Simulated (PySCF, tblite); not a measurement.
**GeH8O4Si3, a fragment of a glass network (3-ring with tail): NMR shifts, core binding energies and electronic excitations**

Aim: the NMR shifts, core binding energies and electronic excitations of `[SiH3][O][GeH]1[O][SiH2]O[SiH2][O]1`. It is drawn as: Ge Si Si Si, H ends, O bridges.

Programs: tblite 0.8.0 and PySCF 2.14.0. All values are calculated, for the isolated system unless a continuum is named. Atoms count from 0, parts from 1.

## (1) The system as given

16 atoms, charge 0, multiplicity 1; geometry: distance geometry start.

## (2) Relaxing the cluster with GFN2-xTB

Job settings and geometry (Å):

```
{"job": {"kind": "relax", "xc": "GFN2-xTB", "basis": "xTB"}, "charge": 0, "multiplicity": 1}
Si    -3.137086     0.179598     0.523987
O     -1.999432    -0.973077     0.942703
Ge    -0.306616    -0.494028     0.650310
O     -0.085157     1.134380     0.014721
Si     1.588677     1.452497    -0.017107
O      2.552658     0.083477     0.223308
Si     2.063564    -1.332710    -0.567663
O      0.391551    -1.618617    -0.556877
H     -2.676171     1.549350     0.713095
H     -3.670203    -0.079410    -0.842376
H     -4.307538    -0.069778     1.434111
H      0.476838    -0.613849     1.956238
H      1.855615     2.373564     1.100251
H      2.006196     2.214037    -1.213576
H      2.697735    -2.464210     0.145774
H      2.604888    -1.399884    -1.942893
```

Level: GFN2-xTB geometry optimisation, gas phase.

Launch:

```sh
> OMP_NUM_THREADS=1 python cluster_run.py task.json out
```

This one command runs all jobs of the session in turn.

Standard output:

```text
step      E/eV     max force
  0    -755.97182    2.364
  1    -756.24606    1.826
  2    -756.58613    0.818
  3    -756.63792    0.529
  4    -756.72168    0.631
  5    -756.75781    0.588
  6    -756.83011    0.676
  7    -756.86630    0.512
  8    -756.90426    0.405
  9    -756.93718    0.479
 10    -756.97347    0.545
 11    -757.00288    0.617
 12    -757.03176    0.488
 13    -757.05982    0.430
 14    -757.08023    0.436
 15    -757.09438    0.276
 16    -757.10859    0.339
 17    -757.12718    0.362
 18    -757.15254    0.523
 19    -757.17766    0.510
 20    -757.19892    0.337
 21    -757.21580    0.364
 22    -757.23323    0.406
 23    -757.25678    0.450
 24    -757.28313    0.451
 25    -757.30001    0.222
 26    -757.30697    0.217
 27    -757.31285    0.204
 28    -757.31746    0.437
 29    -757.32619    0.380
 30    -757.33394    0.231
 31    -757.34313    0.160
 32    -757.34505    0.141
 33    -757.34795    0.080
 34    -757.34959    0.115
 35    -757.35198    0.162
 36    -757.35439    0.162
 37    -757.35693    0.131
 38    -757.35881    0.089
 39    -757.35993    0.089
 40    -757.36079    0.079
 41    -757.36178    0.093
 42    -757.36339    0.099
 43    -757.36446    0.072
 44    -757.36546    0.061
 45    -757.36599    0.042
 46    -757.36641    0.046
 47    -757.36682    0.058
 48    -757.36725    0.060
 49    -757.36765    0.054
 50    -757.36802    0.050
 51    -757.36846    0.049
 52    -757.36907    0.053
 53    -757.36982    0.063
 54    -757.37050    0.065
 55    -757.37097    0.050
 56    -757.37132    0.042
 57    -757.37175    0.055
 58    -757.37250    0.070
 59    -757.37364    0.081
 60    -757.37505    0.082
 61    -757.37628    0.099
 62    -757.37758    0.102
 63    -757.37876    0.096
 64    -757.38125    0.113
 65    -757.38372    0.128
 66    -757.38770    0.139
 67    -757.39030    0.104
 68    -757.38975    0.202
 69    -757.39240    0.071
 70    -757.39290    0.067
 71    -757.39521    0.096
 72    -757.39806    0.122
 73    -757.40276    0.199
 74    -757.40550    0.199
 75    -757.40819    0.163
 76    -757.41020    0.109
 77    -757.41193    0.090
 78    -757.41568    0.173
 79    -757.41845    0.113
 80    -757.42225    0.145
 81    -757.42567    0.134
 82    -757.42919    0.302
 83    -757.43449    0.237
 84    -757.43923    0.215
 85    -757.44614    0.252
 86    -757.44840    0.158
 87    -757.45197    0.170
 88    -757.45496    0.199
 89    -757.45969    0.184
 90    -757.46352    0.296
 91    -757.46934    0.225
 92    -757.47535    0.260
 93    -757.48046    0.174
 94    -757.48444    0.134
 95    -757.48829    0.116
 96    -757.49243    0.160
 97    -757.49661    0.164
 98    -757.50040    0.161
 99    -757.50256    0.184
100    -757.50671    0.208
101    -757.51024    0.185
102    -757.51619    0.199
103    -757.51800    0.119
104    -757.51944    0.071
105    -757.52062    0.081
106    -757.52187    0.086
107    -757.52320    0.097
108    -757.52439    0.083
109    -757.52533    0.062
110    -757.52620    0.084
111    -757.52700    0.084
112    -757.52770    0.075
113    -757.52839    0.056
114    -757.52902    0.063
115    -757.52951    0.053
116    -757.52987    0.038
117    -757.53021    0.048
118    -757.53057    0.046
119    -757.53091    0.043
120    -757.53115    0.037
121    -757.53128    0.030
122    -757.53143    0.037
123    -757.53163    0.045
124    -757.53184    0.037
125    -757.53200    0.027
126    -757.53211    0.022
127    -757.53221    0.026
128    -757.53231    0.027
129    -757.53240    0.027
130    -757.53248    0.028
131    -757.53258    0.029
132    -757.53268    0.030
133    -757.53280    0.025
134    -757.53291    0.029
135    -757.53304    0.029
136    -757.53319    0.040
137    -757.53338    0.048
138    -757.53357    0.039
139    -757.53374    0.037
140    -757.53392    0.038
141    -757.53416    0.059
142    -757.53446    0.066
143    -757.53471    0.046
144    -757.53484    0.022
145    -757.53490    0.016
146    -757.53496    0.014
147    -757.53503    0.018
148    -757.53509    0.017
149    -757.53513    0.017
150    -757.53515    0.010
151    -757.53515    0.004
```

It took 6.3 s on 1 thread of Arm Neoverse V1, shared host.

The steps of the relaxation:

```tsv
step	energy from step 0 (eV)	largest force (eV/Å)
0	0.0000	2.3645
6	-0.8583	0.6768
12	-1.0599	0.4877
18	-1.1807	0.5227
24	-1.3113	0.4510
30	-1.3621	0.2309
36	-1.3826	0.1616
42	-1.3916	0.0991
48	-1.3954	0.0603
54	-1.3987	0.0649
60	-1.4032	0.0824
66	-1.4159	0.1391
72	-1.4262	0.1227
78	-1.4439	0.1727
84	-1.4674	0.2148
90	-1.4917	0.2955
96	-1.5206	0.1593
102	-1.5444	0.1988
108	-1.5526	0.0824
114	-1.5572	0.0634
120	-1.5593	0.0367
126	-1.5603	0.0219
132	-1.5609	0.0306
138	-1.5618	0.0384
144	-1.5630	0.0214
150	-1.5633	0.0102
151	-1.5633	0.0047
```

Close pairs (by a distance rule), those that changed most:

```tsv
bond	before (Å)	after (Å)	change (Å)
Ge2–Si6	2.794	3.012	+0.219
Ge2–Si4	2.798	3.013	+0.215
O1–Ge2	1.783	1.708	-0.075
O3–Si4	1.704	1.633	-0.071
O5–Si6	1.694	1.624	-0.070
Si4–O5	1.692	1.624	-0.068
Ge2–O7	1.791	1.727	-0.065
Si6–O7	1.696	1.633	-0.063
```

## (3) Geometry optimisation at PBE0-D3(BJ)/def2-SVP

Job settings and geometry (Å):

```
{"job": {"xc": "PBE0", "basis": "def2-SVP", "d3": "d3bj", "grid": 2, "kind": "geom", "shake": 0.01}, "charge": 0, "multiplicity": 1}
Si    -2.530678     0.092244    -0.295452
O     -1.741462    -0.391517     1.027499
Ge    -0.123161    -0.558546     1.493287
O      0.718101     0.974492     1.346537
Si     1.468881     1.552198     0.034049
O      1.784431     0.374964    -1.017907
Si     1.480931    -1.224168    -0.978191
O      0.708290    -1.616087     0.395586
H     -2.225082     1.523263    -0.570203
H     -2.225478    -0.737432    -1.436997
H     -3.930794    -0.066228     0.181844
H     -0.013954    -1.064617     2.899701
H      2.713695     2.034759     0.567993
H      0.579481     2.496046    -0.643361
H      2.738123    -1.932339    -0.882327
H      0.587223    -1.468348    -2.099915
```

Standard output:

```text
step   0  E = -3249.74059877  max force = 0.031050
step   1  E = -3249.75985665  max force = 0.009673
step   2  E = -3249.76125608  max force = 0.002155
step   3  E = -3249.76140478  max force = 0.001357
step   4  E = -3249.76143356  max force = 0.000805
step   5  E = -3249.76146541  max force = 0.000626
step   6  E = -3249.76149334  max force = 0.001064
step   7  E = -3249.76151733  max force = 0.001318
step   8  E = -3249.76153098  max force = 0.000926
step   9  E = -3249.76153792  max force = 0.000357
optimisation converged
```

It took 5.1 min on 1 thread of Arm Neoverse V1, shared host; peak memory 1.1 GiB.

The steps of the relaxation:

```tsv
step	energy from step 0 (eV)	largest force component (eV/Å)
0	0.0000	1.5967
1	-0.5240	0.4974
2	-0.5621	0.1108
3	-0.5662	0.0698
4	-0.5669	0.0414
5	-0.5678	0.0322
6	-0.5686	0.0547
7	-0.5692	0.0678
8	-0.5696	0.0476
9	-0.5698	0.0184
```

Distances of close pairs at the start and the end, largest changes first:

```tsv
bond	before (Å)	after (Å)	change (Å)
O1–Ge2	1.692	1.753	+0.061
Si0–O1	1.615	1.669	+0.054
Si4–O5	1.610	1.662	+0.052
Si0–H9	1.444	1.495	+0.051
Si4–H12	1.438	1.486	+0.048
O3–Si4	1.619	1.664	+0.045
Si6–H14	1.446	1.486	+0.040
Si6–O7	1.624	1.664	+0.040
```

The next job starts from the end point, and lists it.

```tsv
at the end point	value
point group (found at 0.08 Å tolerance)	Cs
rotational constants (GHz, main isotopes)	1.173, 0.699, 0.693
dipole moment (D)	0.31
```

## (4) Nuclear shieldings: PBE0/pcSseg-1

Job settings and geometry (Å):

```
{"job": {"kind": "nmr", "xc": "PBE0", "basis": "pcSseg-1"}, "charge": 0, "multiplicity": 1}
Si    -2.613265     0.113513    -0.240278
O     -1.821855    -0.415353     1.130387
Ge    -0.128066    -0.599292     1.542238
O      0.659314     0.972142     1.373542
Si     1.514395     1.600995     0.091862
O      1.779589     0.374434    -0.997265
Si     1.496983    -1.263018    -1.020055
O      0.626586    -1.654097     0.343552
H     -2.226886     1.523170    -0.553477
H     -2.258977    -0.746512    -1.410390
H     -4.076800     0.036835     0.020663
H      0.003318    -1.150426     2.949839
H      2.814531     2.120422     0.590852
H      0.721380     2.667764    -0.573389
H      2.789627    -1.996122    -0.990691
H      0.708670    -1.595724    -2.235280
```

With the program's defaults for keys left out, this is: GIAO PBE0/pcSseg-1 NMR shielding, non-relativistic, gas phase.

Standard output:

```text
coarse grid: 67152 points
cycle   1  E = -3249.8445048678  dE =  3.238e-01  |g| = 1.682e+00  |ddm| = 4.027e+00
cycle   2  E = -3249.2099609683  dE =  6.345e-01  |g| = 2.494e+00  |ddm| = 2.585e+00
cycle   3  E = -3250.2334549946  dE = -1.023e+00  |g| = 2.093e-01  |ddm| = 1.822e+00
cycle   4  E = -3250.2396283148  dE = -6.173e-03  |g| = 1.023e-01  |ddm| = 1.943e-01
cycle   5  E = -3250.2408928757  dE = -1.265e-03  |g| = 3.277e-02  |ddm| = 7.280e-02
cycle   6  E = -3250.2410741393  dE = -1.813e-04  |g| = 5.398e-03  |ddm| = 2.354e-02
cycle   7  E = -3250.2410777441  dE = -3.605e-06  |g| = 1.625e-03  |ddm| = 4.518e-03
final grid: 136624 points
cycle   8  E = -3250.2410421553  dE =  4.776e-07  |g| = 2.456e-03  |ddm| = 3.487e-03
cycle   9  E = -3250.2410400327  dE =  2.123e-06  |g| = 4.261e-03  |ddm| = 4.280e-03
cycle  10  E = -3250.2410432220  dE = -3.189e-06  |g| = 2.347e-04  |ddm| = 2.656e-03
cycle  11  E = -3250.2410432315  dE = -9.570e-09  |g| = 5.676e-05  |ddm| = 2.214e-04
cycle  12  E = -3250.2410432320  dE = -5.166e-10  |g| = 8.906e-06  |ddm| = 3.911e-05
converged SCF energy = -3250.2410432320

GIAO shielding tensors (ppm)
atom      isotropic    diamagn.    paramagn.     s11        s22        s33       span
  0 Si     387.249     880.214    -492.966    341.087    353.738    466.921    125.834
  1 O      274.135     403.420    -129.286    227.084    289.900    305.421     78.337
  2 Ge    1385.838    2758.558   -1372.720   1335.852   1362.626   1459.035    123.184
  3 O      232.060     405.736    -173.677    186.556    225.383    284.240     97.684
  4 Si     381.116     880.448    -499.332    352.031    393.457    397.860     45.829
  5 O      244.090     403.388    -159.298    179.382    216.125    336.764    157.382
  6 Si     381.130     880.436    -499.306    352.275    393.263    397.851     45.576
  7 O      232.350     405.767    -173.417    186.845    225.599    284.607     97.762
  8 H       26.041      31.433      -5.392     22.336     25.194     30.593      8.257
  9 H       26.038      31.389      -5.351     22.346     25.163     30.606      8.260
 10 H       26.200      28.306      -2.106     22.663     24.013     31.924      9.261
 11 H       25.765      27.048      -1.283     18.763     19.733     38.798     20.034
 12 H       26.009      28.025      -2.016     22.731     23.190     32.107      9.376
 13 H       25.968      30.541      -4.573     22.772     23.744     31.387      8.615
 14 H       26.004      28.025      -2.022     22.730     23.193     32.088      9.358
 15 H       25.977      30.494      -4.517     22.787     23.719     31.425      8.637
```

Wall time 53 s (1 thread of Arm Neoverse V1, shared host); peak memory 1.4 GiB.

The references, computed at this level on geometries of the same kind, shield at (ppm): 1H TMS 31.27, 29Si TMS 352.0, 17O H2O 334.6, 73Ge GeMe4 1330. Their shielding less the atom's gives the shift. The references are single molecules in the gas phase, so shifts against H2O, NH3, PH3, H3PO4 or CFCl3 are not on the usual liquid scales and can be off by tens of ppm. Atoms listed in one row are averaged.

```tsv
atoms	environment	σ (ppm)	δ (ppm)
H11	hydrogen on a germanium bonded to 3 O, in a 6-membered ring	25.76	5.50
H13, H15	hydrogen on a silicon bonded to 2 O, in a 6-membered ring	25.97	5.29
H12, H14	hydrogen on a silicon bonded to 2 O, in a 6-membered ring	26.01	5.26
H8, H9	hydrogen on a silicon bonded to O	26.04	5.23
H10	hydrogen on a silicon bonded to O	26.20	5.07
Si4, Si6	silicon bonded to 2 O, 2 H, in a 6-membered ring	381.1	-29.1
Si0	silicon bonded to O, 3 H	387.2	-35.3
O3, O7	oxygen bonded to Ge, Si, in a 6-membered ring	232.2	102.4
O5	oxygen bonded to 2 Si, in a 6-membered ring	244.1	90.5
O1	oxygen bonded to Ge, Si	274.1	60.4
Ge2	germanium bonded to 3 O, H, in a 6-membered ring	1386	-56
```

Charges from the same density, by scheme (e):

```tsv
atoms	Mulliken	IAO	Hirshfeld	ESP fit
Si0	0.68	0.84	0.37	0.57
O1	-0.84	-0.84	-0.33	-0.54
Ge2	1.36	1.33	0.60	1.00
O3, O7	-0.84	-0.85	-0.33	-0.61
Si4, Si6	1.03	1.18	0.45	0.85
O5	-0.77	-0.88	-0.32	-0.59
```

Mayer bond orders: Si0–O1 0.91, O1–Ge2 0.82, Ge2–O3 0.78, O3–Si4 0.94, Si4–O5 0.90, O5–Si6 0.90, Si6–O7 0.93, O7–Ge2 0.78.

Ring of atoms Ge2, O3, Si4, O5, Si6, O7: NICS(0) -2.3, NICS(1) -0.3, NICS(1)zz 3.7 ppm (means of both faces). The ring holds saturated atoms, so no π current runs round it: these values come from its σ bonds, any local π bonds and neighbouring rings, and say nothing of aromaticity.

[end of part 1 of 2]
